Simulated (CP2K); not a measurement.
# How the settings of CP2K move a run on NaScTe2

Simulated with CP2K 2026.2. This is a test of settings. The cell was built from a prototype and was relaxed with r2SCAN in plane waves (Ansatz 0.2.0). It may be hypothetical. All runs are without spin polarisation.

Space group P4/mmm (No. 123), tetragonal; a = 4.310 Å, c = 5.899 Å in the conventional setting, 27.40 Å³ an atom. Na is surrounded by 6 Te at 2.95–3.05 Å; Te is surrounded by 2 Na at 2.95 Å and 4 Sc at 3.05 Å; Sc is surrounded by 6 Te at 2.95–3.05 Å; Te is surrounded by 2 Sc at 2.95 Å and 4 Na at 3.05 Å.

The base run uses PBE in the DZVP-MOLOPT-SR basis.

```
&GLOBAL
 PROJECT run
 RUN_TYPE ENERGY_FORCE
 PRINT_LEVEL LOW
&END GLOBAL
&FORCE_EVAL
 METHOD QS
 STRESS_TENSOR ANALYTICAL
 &DFT
  BASIS_SET_FILE_NAME BASIS_MOLOPT
  POTENTIAL_FILE_NAME GTH_POTENTIALS
  &QS
   EXTRAPOLATION USE_GUESS
  &END QS
  &MGRID
   CUTOFF 700
   REL_CUTOFF 50
  &END MGRID
  &XC
   &XC_FUNCTIONAL PBE
   &END XC_FUNCTIONAL
  &END XC
  &KPOINTS
   SCHEME MONKHORST-PACK 5 5 3
   SYMMETRY F
   FULL_GRID F
  &END KPOINTS
  &SCF
   ADDED_MOS 10
   EPS_SCF 1e-6
   MAX_SCF 80
   &DIAGONALIZATION
   &END DIAGONALIZATION
   &MIXING
    METHOD BROYDEN_MIXING
    ALPHA 0.3
   &END MIXING
   &SMEAR
    METHOD FERMI_DIRAC
    ELECTRONIC_TEMPERATURE [K] 232
   &END SMEAR
   &PRINT
    &ITERATION_INFO
    &END ITERATION_INFO
   &END PRINT
  &END SCF
  &PRINT
   &BAND_STRUCTURE
    FILE_NAME bands.bs
    ADDED_MOS 6
    &KPOINT_SET
     UNITS B_VECTOR
     SPECIAL_POINT 0.00000000 0.00000000 0.00000000
     NPOINTS 0
    &END KPOINT_SET
    &KPOINT_SET
     UNITS B_VECTOR
     SPECIAL_POINT 0.00000000 0.50000000 0.00000000
     NPOINTS 0
    &END KPOINT_SET
    &KPOINT_SET
     UNITS B_VECTOR
     SPECIAL_POINT 0.50000000 0.50000000 0.00000000
     NPOINTS 0
    &END KPOINT_SET
    &KPOINT_SET
     UNITS B_VECTOR
     SPECIAL_POINT 0.00000000 0.00000000 0.50000000
     NPOINTS 0
    &END KPOINT_SET
    &KPOINT_SET
     UNITS B_VECTOR
     SPECIAL_POINT 0.00000000 0.50000000 0.50000000
     NPOINTS 0
    &END KPOINT_SET
    &KPOINT_SET
     UNITS B_VECTOR
     SPECIAL_POINT 0.50000000 0.50000000 0.50000000
     NPOINTS 0
    &END KPOINT_SET
    &KPOINT_SET
     UNITS B_VECTOR
     SPECIAL_POINT 0.00000000 0.00000000 0.20000000
     NPOINTS 0
    &END KPOINT_SET
   &END BAND_STRUCTURE
  &END PRINT
 &END DFT
 &SUBSYS
  &CELL
   A 4.30993102 0.00000000 0.00000000
   B 0.00000000 4.30993102 0.00000000
   C 0.00000000 0.00000000 5.89916687
  &END CELL
  &COORD
   SCALED
   Na 0.00000000 0.00000000 0.00000000
   Te 0.00000000 0.00000000 0.50000000
   Sc 0.50000000 0.50000000 0.50000000
   Te 0.50000000 0.50000000 0.00000000
  &END COORD
  &KIND Na
   BASIS_SET DZVP-MOLOPT-SR-GTH
   POTENTIAL GTH-PBE
  &END KIND
  &KIND Te
   BASIS_SET DZVP-MOLOPT-SR-GTH
   POTENTIAL GTH-PBE
  &END KIND
  &KIND Sc
   BASIS_SET DZVP-MOLOPT-SR-GTH
   POTENTIAL GTH-PBE
  &END KIND
 &END SUBSYS
 &PRINT
  &STRESS_TENSOR
  &END STRESS_TENSOR
  &FORCES
  &END FORCES
 &END PRINT
&END FORCE_EVAL
```

Command: `cp2k.psmp -i run.inp`. It took 13 s on 2 threads of Arm Neoverse V2 (shared host), peak memory 0.46 GiB.

It converged with no gap (an overlap of 0.33 eV at the points read) and a pressure of 0.61 GPa (positive in compression). Pressures on CP2K's grid carry noise of some tenths of a GPa.

Each further run moved one setting: XC_FUNCTIONAL (functional, with the PBE potentials kept); KPOINTS (Monkhorst-Pack mesh); EPS_SCF (SCF threshold); CUTOFF (density grid cutoff in Ry); CHARGE (charge of the cell). Changes are from the base run, which isn't itself converged in every setting; energies of another Hamiltonian, functional, basis or charge aren't compared, and those at a high electronic temperature are mostly its entropy term. CP2K's gap is over the listed points.

```tsv
setting	how it ended	gap change (eV)	energy change (meV/atom)	pressure change (GPa)	time (s)
XC_FUNCTIONAL = PADE	converged	-0.12	–	-2.61	10
KPOINTS = 3x3x3	converged	0.14	22.1	0.09	12
EPS_SCF = 1e-9	converged	0.00	0.0	0.00	18
KPOINTS = 7x7x7	converged	-0.02	-3.8	0.05	21
CUTOFF = 200	converged	0.00	882.2	-21.34	8.5
CHARGE = 1 (poor on purpose)	converged	–	–	–	12
```

EPS_SCF = 1e-9 changes nothing that matters here.

No spin-orbit coupling is included; it can move band edges with weight on the heavy atoms by tenths of an eV.
